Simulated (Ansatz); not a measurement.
# CH₂F₂Si (SMILES C=[Si](F)F): one structure at several levels

One table from this session's results is given with a row withheld; the runs are named, their logs left out.

Program: Ansatz 0.2.0, Gaussian basis. Level of theory: single points in def2-TZVPP. These are calculated values, not measurements.

Cores are frozen in the correlated methods. B3LYP uses VWN-RPA correlation.

## Starting geometry

SMILES `C=[Si](F)F`, 6 atoms, charge 0, spin multiplicity 1.

Atoms are counted from 1 here; the program's logs count them from 0.

Bond lengths: C1–Si2 1.753 Å, C1–H5 1.082 Å, C1–H6 1.030 Å, Si2–F3 1.605 Å, Si2–F4 1.578 Å. Angles: Si2–C1–H5 121.2°, Si2–C1–H6 122.4°, H5–C1–H6 116.4°, C1–Si2–F3 131.0°, C1–Si2–F4 130.1°, F3–Si2–F4 98.9°.

Geometry (Å):

```
C    -0.3269    0.9846   -0.0645
Si    0.1995   -0.6850    0.0356
F     1.2399   -1.4030    1.0243
F    -0.1735   -1.9233   -0.8688
H     0.0204    1.7249    0.6444
H    -0.9926    1.3118   -0.7790
```

The first run:

Contents of run/in.yaml:

```yaml
crystal:
  periodic: [false, false, false]
  atoms:
    - {symbol: C, position_ang: [-0.326900, 0.984600, -0.064500]}
    - {symbol: Si, position_ang: [0.199500, -0.685000, 0.035600]}
    - {symbol: F, position_ang: [1.239900, -1.403000, 1.024300]}
    - {symbol: F, position_ang: [-0.173500, -1.923300, -0.868800]}
    - {symbol: H, position_ang: [0.020400, 1.724900, 0.644400]}
    - {symbol: H, position_ang: [-0.992600, 1.311800, -0.779000]}
basis:
  gaussian: {orbitals: def2-TZVPP}
correlation: {method: ccsd_t}
output: {forces: true}
```

The command line of these runs was not kept.

Among the steps run: CCSD(T)/def2-TZVPP; PBE0-D4/def2-TZVPP; wB97M-V/def2-TZVPP; r2SCAN-D4/def2-TZVPP; PBE-D4/def2-TZVPP; BHLYP-D4/def2-TZVPP; B3LYP-D4/def2-TZVPP.

One of the session's tables, all rows but one given; the rest of the session is left out.

| method | RMS force component (eV/Å) | angle to CCSD(T) forces (°) | dipole (D) |
| --- | --- | --- | --- |
| CCSD(T) | 1.028 | reference | 0.48 |
| PBE0-D4 | 1.111 | 4.6 | 0.46 |
| wB97M-V | 1.123 | 8.6 | 0.32 |
| r2SCAN-D4 | 1.086 | 4.6 | 0.43 |
| PBE-D4 | 1.110 | 15.7 | 0.45 |
| BHLYP-D4 | 1.119 | 12.6 | 0.47 |
| B3LYP-D4 | ? | ? | ? |

Q: Estimate the row for B3LYP-D4 from the others.

The run gave: RMS force component (eV/Å): 1.068; angle to CCSD(T) forces (°): 7.2; dipole (D): 0.48. In the column «RMS force component (eV/Å)» it lies between CCSD(T) (1.028) and r2SCAN-D4 (1.086).
